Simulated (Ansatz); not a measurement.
**InH₂SF: taking an electron away**

How much energy removes an electron from InH₂SF at fixed geometry? The cation is run at each level and the neutral's energy taken from earlier runs.

Method: unrestricted cation, the program's frozen cores in correlated methods; program: Ansatz 0.2.0, Gaussian basis.

Plan: UKS PBE-D4/def2-TZVPP; UKS r2SCAN-D4/def2-TZVPP; UKS PBE0-D4/def2-TZVPP; UKS B3LYP-D4/def2-TZVPP; UKS wB97X-V/def2-TZVPP; UKS wB97M-V/def2-TZVPP; UKS B2PLYP/def2-TZVPP; UHF-CCSD(T)/def2-TZVPP; UHF-CCSD(T)/def2-QZVPP; extrapolation to the limit; then −ε(HOMO) from the neutral's earlier runs with LDA (SPW92), PBE-D4, revPBE-D4, BLYP-D4, r2SCAN-D4, B97M-V, PBE0-D4, B3LYP-D4, r2SCANh-D4, r2SCAN0-D4, HSE06-D4, BHLYP-D4, CAM-B3LYP-D4, LC-ωPBE, ωB97X-V, ωB97M-V.

**1. The relaxed structure**

All runs share one geometry, relaxed beforehand with PBE0-D4/def2-TZVP. In takes the def2 core potential; no spin-orbit term is included.

SMILES `[F][InH][SH]`, 5 atoms, charge 0, spin multiplicity 1.

Atoms are counted from 1 here; the program's logs count them from 0.

Bond lengths: F1–In2 1.954 Å, In2–S3 2.360 Å, In2–H4 1.693 Å, S3–H5 1.345 Å. Angles: F1–In2–S3 107.9°, F1–In2–H4 117.6°, S3–In2–H4 134.5°, In2–S3–H5 91.2°.

**2. Cation, UKS PBE-D4/def2-TZVPP**

in.yaml

```yaml
crystal:
  periodic: [false, false, false]
  atoms:
    - {symbol: F, position_ang: [-1.098270, -1.195141, 0.957975]}
    - {symbol: In, position_ang: [-0.537382, 0.020819, -0.465521]}
    - {symbol: S, position_ang: [1.648078, 0.758887, 0.030922]}
    - {symbol: H, position_ang: [-1.633040, 0.317652, -1.722146]}
    - {symbol: H, position_ang: [1.670513, 0.024181, 1.157370]}
basis:
  gaussian: {orbitals: def2-TZVPP}
total_charge: 1
magnetization: {spin_polarized: true, initial_magnetization: 1}
hamiltonian: {xc: pbe, dispersion: d4}
```

Run with:

```
> ansatz run in.yaml --threads 2 --pin off --events-out ev --progress --plain --max-ram 32768MiB --backend cpu
```

Further steps of the session: Cation, UKS r2SCAN-D4/def2-TZVPP; Cation, UKS PBE0-D4/def2-TZVPP; Cation, UKS B3LYP-D4/def2-TZVPP; Cation, UKS wB97X-V/def2-TZVPP; Cation, UKS wB97M-V/def2-TZVPP; Cation, UKS B2PLYP (frozen core)/def2-TZVPP; Cation, UHF-CCSD(T)/def2-TZVPP; Cation, UHF-CCSD(T)/def2-QZVPP.

**Question.** What will the summary of the whole plan be? Wanted: ionisation energy, CCSD(T)/CBS; nearest functional by difference; nearest −ε(HOMO); −ε(HOMO) of PBE; T1 of the cation.

**Answer**, as computed:

```
                        quantity                value
  ionisation energy, CCSD(T)/CBS             10.32 eV
nearest functional by difference  B3LYP-D4 (-0.12 eV)
                nearest −ε(HOMO)   ωB97X-V (-0.10 eV)
                 −ε(HOMO) of PBE              6.67 eV
                T1 of the cation                0.018
```

Energy differences with functionals land within 0.28 eV of the reference. The PBE orbital energy is 3.6 eV too small: a semilocal HOMO is no ionisation energy. Among orbital estimates ωB97X-V comes nearest. Hartree-Fock falls 1.26 eV short, as the neutral has more correlation energy than the cation. Correlated methods include outer-core shells of In, which these sets cover unevenly. With outer-core shells in play the last digit of the reference is unsure.
